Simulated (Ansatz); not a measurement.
# SiC: how the settings move a single-point run

How sensitive is a single-point run of SiC to its settings? A reference run comes first, then one run with altered input.

Program: Ansatz 0.2.0. Level of theory: reference: DFT, r2SCAN, PAW with Ansatz's default frozen-core files, scalar-relativistic; levels and slopes on a fine mesh, independent-particle optical spectra. These are calculated values, not measurements.

## (1) The system as given

It takes space group F-43m (No. 216, cubic). The conventional cell has a = 4.356 Å, b = 4.356 Å, c = 4.356 Å, α = 90.00°, β = 90.00°, γ = 90.00°. Around Si (site symmetry -43m) lie 4 C at 1.89 Å. C (site symmetry -43m) is surrounded by 4 Si at 1.89 Å.

As a file:

```xyz
2
Lattice="0.0000 2.1782 2.1782 2.1782 0.0000 2.1782 2.1782 2.1782 0.0000" Properties=species:S:1:pos:R:3 pbc="T T T"
Si    0.0000    0.0000    0.0000
C     3.2673    3.2673    3.2673
```

## (2) The reference run

Input file input.yaml:

```yaml
crystal:
  lattice:
    - [0.0, 2.17817542725, 2.17817542725]
    - [2.17817542725, 0.0, 2.17817542725]
    - [2.17817542725, 2.17817542725, 0.0]
  atoms:
    - { symbol: Si, position: [0.0, 0.0, 0.0] }
    - { symbol: C, position: [0.75, 0.75, 0.75] }
kpoints:
  mp_grid: { grid: [8, 8, 8] }
scf:
  occupations: { method: fixed }
hamiltonian:
  xc: r2scan
  pseudopotentials: { kind: paw }
output:
  forces: true
  stress: true
  eigenvalues: true
  eigenstates:
    nscf_kmesh: { grid: [16, 16, 16] }
    de_dk: true
    e_range: [-9, 11.71344832495]
  optics:
    e_range: [0, 25]
    de: 0.2
    sigma: 0.25
    bands: { spectra_wanted_up_to: 25 }
    nscf_kmesh: { grid: [16, 16, 16] }
checkpoint:
  write: ck
  write_wavefunctions: false
```

Run with:

```sh
> ansatz run input.yaml --threads 1 --pin off --max-ram 3072MiB --backend cpu --events-out ev --progress --plain --runs-dir out
```

## (3) Changing settings: lower_state_search light, ecutwfc 250 eV, xc_grid 2

input.yaml: that of step 2 with these lines changed.

```diff
@@ -12,2 +12,3 @@
   occupations: { method: fixed }
+  lower_state_search: light
 hamiltonian:
@@ -32 +33,4 @@
   write_wavefunctions: false
+basis:
+  ecutwfc: "250 eV"
+  xc_grid: 2
```

**Question.** What will these runs give? Wanted: for each run, ending; energy change; pressure; gap; force.

**Answer**, as computed:

| run | ending | energy change | pressure (GPa) | gap (eV) | force (eV/Å) | cycles | time |
| --- | --- | --- | --- | --- | --- | --- | --- |
| reference | converged | 0 | 0.0 | 1.71 | 0.00 | - | 26 s |
| 1: lower_state_search light, ecutwfc 250 eV, xc_grid 2 | converged | +246.1 meV/atom | 1.3 | 1.64 | 0.00 | 9 | 15 s |

Residual by cycle in the longest SCF loop of each run; runs are numbered as in the table. The quantity is the density residual dr2, in eV.

| cycle | reference | run 1 |
| --- | --- | --- |
| 1 | 0.00485 | 0.0226 |
| 2 | 0.00178 | 0.00685 |
| 3 | 1.6e-4 | 8.2e-4 |
| 4 | 1.2e-6 | 3.9e-5 |
| 5 | 6.2e-7 | 1.3e-7 |
| 6 | 1.1e-7 | 5.2e-8 |
| 7 | 4.0e-9 | 1.7e-9 |
| 8 | 4.6e-11 | 3.3e-11 |
| 9 | 3.3e-13 | 2.1e-13 |

**Reading.** Changing the search for lower states, cutoff and numerical grids moves the energy by +246.1 meV/atom, and the pressure goes from 0.0 to 1.3 GPa and the gap on the mesh goes from 1.71 to 1.64 eV. The log warns that the cutoff is under what these potentials recommend, so the shift holds truncation error. Run 1 ran under the cutoff that the potentials recommend, as the log warns, so basis error is mixed into its values.

These are semilocal Kohn-Sham gaps, which aren't the measured quantity. Such gaps usually fall short of the measured ones.
